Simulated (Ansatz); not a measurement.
**CH3B2Br: basis-set convergence**

Aim: see how fast density functionals converge with the basis set for CH3B2Br.

Program: Ansatz 0.2.0, Gaussian basis. Level of theory: one geometry, several basis sets. These are calculated values, not measurements.

The runs, in order: PBE0-D4/def2-SVP; ωB97M-V/def2-SVP; PBE0-D4/def2-QZVPP; ωB97M-V/def2-QZVPP; the functionals' def2-TZVPP values are taken from earlier runs.

1 further run of the same task is left out (it didn't finish).

**1. The geometry**

The geometry comes from an earlier relaxation with PBE0-D4 in a triple-zeta def2 set; it is a stationary point, not always the lowest conformer.

SMILES `BrC1BB1`, 7 atoms, charge 0, spin multiplicity 1.

Atoms are counted from 1 here; the program's logs count them from 0.

Bond lengths: Br1–C2 1.896 Å, C2–B3 1.445 Å, C2–B4 1.604 Å, C2–H5 1.154 Å, B3–B4 1.560 Å, B3–H6 1.178 Å, B4–H7 1.187 Å. Angles: Br1–C2–B3 141.4°, Br1–C2–B4 157.3°, Br1–C2–H5 98.5°, B3–C2–B4 61.3°, B3–C2–H5 120.1°, B4–C2–H5 58.8°, C2–B3–B4 64.4°, C2–B3–H6 140.1°, B4–B3–H6 155.5°, C2–B4–B3 54.3°, C2–B4–H7 136.6°, B3–B4–H7 169.1°.

**2. PBE0-D4 in def2-SVP**

File in.yaml:

```yaml
crystal:
  periodic: [false, false, false]
  atoms:
    - {symbol: Br, position_ang: [-2.218855, -1.008082, -0.537709]}
    - {symbol: C, position_ang: [-0.548366, -0.233603, -0.085796]}
    - {symbol: B, position_ang: [0.110801, 0.489673, 0.976779]}
    - {symbol: B, position_ang: [0.987182, 0.189556, -0.278502]}
    - {symbol: H, position_ang: [0.027711, -0.495603, -1.050379]}
    - {symbol: H, position_ang: [-0.112863, 0.921708, 2.050159]}
    - {symbol: H, position_ang: [1.815688, 0.068452, -1.120253]}
basis:
  gaussian: {orbitals: def2-SVP}
hamiltonian: {xc: pbe0, dispersion: d4}
output: {orbitals: {seedname: orbitals}}
```

After this run come: ωB97M-V in def2-SVP; PBE0-D4 in def2-QZVPP; ωB97M-V in def2-QZVPP.

**Question.** What will the summary of the whole plan be? Wanted: PBE0-D4: double and triple zeta above quadruple; ωB97M-V: double and triple zeta above quadruple.

The runs gave:

| quantity | value |
| --- | --- |
| PBE0-D4: double and triple zeta above quadruple | 12.75, 1.58 eV |
| ωB97M-V: double and triple zeta above quadruple | 12.79, 1.51 eV |

What this shows: PBE0-D4 gains 11.17 eV from double to triple zeta, then 1.58 eV more. Total energies overstate the basis error of differences, where much of it tends to cancel.
